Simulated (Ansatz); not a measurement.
Geometry optimisation, DFT PBE-D3(BJ), scalar-relativistic, plane waves, PAW (Ansatz 0.2.0).

Input:

```yaml
crystal:
  lattice:
    - [5.794033, 0.0, 0.0]
    - [2.897016, 5.01778, 0.0]
    - [0.0, 0.0, 18.91351]
  atoms:
    - { symbol: Mg, position: [0.0, 0.0, 0.0528723] }
    - { symbol: O, position: [0.3333333, 0.8333333, 0.1154044] }
    - { symbol: Mg, position: [0.0, 0.5, 0.0528723] }
    - { symbol: O, position: [0.3333333, 0.3333333, 0.1154044] }
    - { symbol: Mg, position: [0.5, 0.0, 0.0528723] }
    - { symbol: O, position: [0.8333333, 0.8333333, 0.1154044] }
    - { symbol: Mg, position: [0.5, 0.5, 0.0528723] }
    - { symbol: O, position: [0.8333333, 0.3333333, 0.1154044] }
    - { symbol: Mg, position: [0.6666667, 0.6666667, 0.1779365] }
    - { symbol: O, position: [1.0, 0.5, 0.2404686] }
    - { symbol: Mg, position: [0.6666667, 0.1666667, 0.1779365] }
    - { symbol: O, position: [1.0, 0.0, 0.2404686] }
    - { symbol: Mg, position: [0.1666667, 0.6666667, 0.1779365] }
    - { symbol: O, position: [0.5, 0.5, 0.2404686] }
    - { symbol: Mg, position: [0.1666667, 0.1666667, 0.1779365] }
    - { symbol: O, position: [0.5, 0.0, 0.2404686] }
    - { symbol: Mg, position: [0.3333333, 0.3333333, 0.3030008] }
    - { symbol: O, position: [0.6666667, 0.1666667, 0.3655329] }
    - { symbol: Mg, position: [0.3333333, 0.8333333, 0.3030008] }
    - { symbol: O, position: [0.6666667, 0.6666667, 0.3655329] }
    - { symbol: Mg, position: [0.8333333, 0.3333333, 0.3030008] }
    - { symbol: O, position: [0.1666667, 0.1666667, 0.3655329] }
    - { symbol: Mg, position: [0.8333333, 0.8333333, 0.3030008] }
    - { symbol: O, position: [0.1666667, 0.6666667, 0.3655329] }
    - { symbol: Cl, position: [0.7332842, 0.7446968, 0.4871391] }
    - { symbol: Cl, position: [0.400053, 0.7219217, 0.4897827] }
basis:
  ecutwfc: 420.0
kpoints:
  mp_grid: { grid: [3, 3, 1] }
hamiltonian:
  xc: pbe
  dispersion: d3bj
  pseudopotentials: { kind: paw, azcp: { folder: soft_1 } }
scf:
  occupations: { method: gaussian, width: 0.02 }
  lower_state_search: "off"
relax:
  f_tol: 0.03
  max_steps: 60
  adjacent_minimum: "off"
  constraints: [{ sites: [0, 1, 2, 3, 4, 5, 6, 7] }]
```

Launched with:

```bash
$ ansatz run input.yaml --threads 4 --pin off --max-ram 10240MiB --backend cpu --events-out ev --progress --plain --runs-dir out
```

Where does it end, and by what steps?

It converged. Limits of this set-up: coarse k mesh, thin slab, slab without dipole correction, a typed lattice constant that wasn't relaxed here. After 18 steps the energy has fallen by 3.595 eV; Cl26 moved furthest, 1.35 Å. Joined: O20–Cl25 (2.41 → 1.63 Å), Mg23–Cl25 (3.61 → 2.74 Å), O24–Cl25 (3.27 → 1.90 Å).

| step | energy less start (eV) | largest force component (eV/Å) | accepted |
| --- | --- | --- | --- |
| 0 | 0.0000 | 2.225 | yes |
| 1 | -0.7916 | 1.615 | yes |
| 2 | -1.7662 | 0.671 | yes |
| 3 | -1.9744 | 0.932 | yes |
| 4 | -2.3346 | 2.061 | yes |
| 5 | -2.7631 | 2.405 | yes |
| 6 | -2.9333 | 0.924 | yes |
| 7 | -3.0160 | 0.283 | yes |
| 8 | -3.0921 | 0.185 | yes |
| 9 | -3.1484 | 0.180 | yes |
| 10 | -3.2430 | 0.539 | yes |
| 11 | -3.3827 | 0.384 | yes |
| 12 | -3.4958 | 0.387 | yes |
| 13 | -3.5484 | 0.627 | yes |
| 14 | -3.5646 | 0.498 | yes |
| 15 | -3.5791 | 0.235 | yes |
| 16 | -3.5918 | 0.091 | yes |
| 17 | -3.5936 | 0.061 | yes |
| 18 | -3.5946 | 0.025 | yes |

```xyz
26
Lattice="5.7940 0.0000 0.0000 2.8970 5.0178 0.0000 0.0000 0.0000 18.9135" Properties=species:S:1:pos:R:3
Mg 0.000 0.000 1.000
O 4.346 4.181 2.183
Mg 1.449 2.509 1.000
O 2.897 1.673 2.183
Mg 2.897 0.000 1.000
O 7.243 4.181 2.183
Mg 4.346 2.509 1.000
O 5.794 1.673 2.183
Mg 5.781 3.348 3.574
O 7.232 2.500 4.631
Mg 4.344 0.864 3.552
O 5.773 -0.005 4.597
Mg 2.910 3.339 3.581
O 4.355 2.545 4.736
Mg 1.453 0.810 3.587
O 2.922 -0.004 4.617
Mg 2.858 1.587 6.078
O 4.358 0.789 7.001
Mg 4.292 4.022 6.455
O 5.993 3.255 7.178
Mg 5.825 1.568 6.011
O 1.427 0.756 7.062
Mg 7.258 4.227 5.868
O 2.658 3.255 7.128
Cl 7.053 3.236 8.415
Cl 5.484 3.218 9.969
```

Whether the end is a true minimum wasn't checked by a vibrational analysis.

Run time: 3.8 min on 4 threads of Arm Neoverse V1 (shared host), peak memory 1.5 GiB.
